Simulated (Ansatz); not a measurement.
# GaH5OS: the cost of one run

Computed with Ansatz 0.2.0, Gaussian basis. Level: PBE0-D4, def2-SVP first, then def2-TZVP.

152 further runs of the same task are left out: 152 set aside as unsound or not needed.

## 1. Where the work starts

The guess: 8 atoms, charge 0, spin multiplicity 1.

Atoms are counted from 1 here; the program's logs count them from 0.

Bond lengths: Ga1–O2 1.911 Å, Ga1–H3 1.548 Å, Ga1–H4 1.543 Å, Ga1–S6 2.396 Å, O2–H5 1.255 Å, O2–H7 0.960 Å, H5–S6 1.637 Å, S6–H8 1.333 Å. Angles: O2–Ga1–H3 110.2°, O2–Ga1–H4 112.2°, O2–Ga1–S6 78.1°, H3–Ga1–H4 121.1°, H3–Ga1–S6 111.7°, H4–Ga1–S6 115.6°, Ga1–O2–H5 80.4°, Ga1–O2–H7 156.2°, H5–O2–H7 122.9°, O2–H5–S6 142.1°, Ga1–S6–H5 59.4°, Ga1–S6–H8 91.3°, H5–S6–H8 91.8°.

Coordinates:

```
Ga   -0.3108   -0.8264    0.4306
O    -0.8775    0.9115   -0.1268
H    -0.5925   -1.8629   -0.6840
H    -0.6804   -1.1159    1.9006
H     0.3658    1.0818   -0.1407
S     1.7807    0.2915    0.0903
H    -1.5033    1.6218   -0.2868
H     1.8180   -0.1014   -1.1832
```

Distances that are to change: Ga1–S6 2.40 Å, O2–H5 1.25 Å, Ga1–O2 1.91 Å, H5–S6 1.64 Å.

## 2. Relaxing the guess with the reacting distances held

hold/in.yaml reads:

```yaml
crystal:
  periodic: [false, false, false]
  atoms:
    - {symbol: Ga, position_ang: [-0.310800, -0.826400, 0.430600]}
    - {symbol: O, position_ang: [-0.877500, 0.911500, -0.126800]}
    - {symbol: H, position_ang: [-0.592500, -1.862900, -0.684000]}
    - {symbol: H, position_ang: [-0.680400, -1.115900, 1.900600]}
    - {symbol: H, position_ang: [0.365800, 1.081800, -0.140700]}
    - {symbol: S, position_ang: [1.780700, 0.291500, 0.090300]}
    - {symbol: H, position_ang: [-1.503300, 1.621800, -0.286800]}
    - {symbol: H, position_ang: [1.818000, -0.101400, -1.183200]}
basis:
  gaussian: {orbitals: def2-SVP}
hamiltonian: {xc: pbe0, dispersion: d4}
relax: {f_tol: 0.04, max_steps: 150, escape_saddle: false, constraints: [{distance: [0, 5]}, {distance: [1, 4]}, {distance: [0, 1]}, {distance: [4, 5]}]}
```

Started as:

```console
$ ansatz run in.yaml --threads 4 --pin off --events-out ev --progress --plain --max-ram 9574MiB
```

**Question.** How long does this run take on 4 threads of Intel Xeon at 2.50GHz, shared host?

About 23 s.
